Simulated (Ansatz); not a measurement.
What does this script print? It uses the Ansatz DFT code, driven from Python.

`nbte2.py`:
```python
"""Relaxed cell of NbTe2 under several functionals."""

import warnings

import ansatz as az
import numpy as np
from pymatgen.core import Lattice, Structure
from pymatgen.io.ase import AseAtomsAdaptor

def edges_and_angles(cell):
    cell = np.asarray(cell)
    a, b, c = np.linalg.norm(cell, axis=1)
    cosines = cell[1] @ cell[2] / (b * c), cell[0] @ cell[2] / (a * c), cell[0] @ cell[1] / (a * b)
    return (a, b, c, *np.degrees(np.arccos(cosines)))


def main() -> None:
    warnings.simplefilter("ignore", az.DeckWarning)

    pmg_structure = Structure(
        Lattice([(3.720464, 0.0, 0.0), (-1.860232, 3.222016, 0.0), (0.0, 0.0, 7.148266)]),
        ["Nb", "Te", "Te"],
        [
            (0.0, 0.0, 0.0),
            (2 / 3, 1 / 3, 0.745632),
            (1 / 3, 2 / 3, 0.254368),
        ],
    )
    cell = az.Crystal.from_ase(AseAtomsAdaptor.get_atoms(pmg_structure))

    setup = (
        cell.calculation()
        .kpoints(length=32)  # sampling of the Brillouin zone
        .occupations("fermi_dirac")  # the run then minimises F = E - TS
        .relax(cell=True)  # relax until the tolerances are met
    )

    levels = [("pbesol", "none"), ("blyp", "d3bj"), ("pbesol", "d3bj")]
    print("level            a       b       c    alpha   beta  gamma  V/atom  steps")
    for name, dispersion in levels:
        seen = []
        run = setup.functional(name, dispersion=dispersion).session().plan()
        outcome = run.execute(on_event=lambda e: seen.append(e) if e["event"] == "relax_step" else None)
        cell = outcome.lattice.cell_ang
        label = name if dispersion == "none" else f"{name}+{dispersion}"
        print("{:13s} {:7.4f} {:7.4f} {:7.4f} {:6.2f} {:6.2f} {:6.2f}".format(label, *edges_and_angles(cell)), f"{abs(np.linalg.det(cell)) / len(outcome.lattice.sites):7.3f} {len(seen):5d}")


if __name__ == "__main__":
    main()
```

```console
$ python nbte2.py
level            a       b       c    alpha   beta  gamma  V/atom  steps
pbesol         3.6282  3.6282  6.7365  90.00  90.00 120.00  25.599     8
blyp+d3bj      3.6800  3.6800  6.5133  90.00  90.00 120.00  25.462     7
pbesol+d3bj    3.5725  3.5725  6.4113  90.00  90.00 120.00  23.622     7
```

From smallest to largest: PBEsol+D3BJ (23.62 Å³ an atom, -17.3 % against the start), BLYP+D3BJ (25.46 Å³ an atom, -10.9 % against the start) and PBEsol (25.60 Å³ an atom, -10.4 % against the start). The spread is 8.4 % in volume.

Reading the output:
- BLYP and dispersion corrections can be off by several per cent in the lattices of metals, and by several GPa in the pressure at a fixed cell.
- The structure comes from a database of computed cells and needn't be a stable or known phase.
- The whole script took 3.8 min on 1 thread of Arm Neoverse N1 (shared host), peak memory 0.57 GiB.

(A comment or docstring line of the script was reworded after the run, the code is as it ran.)
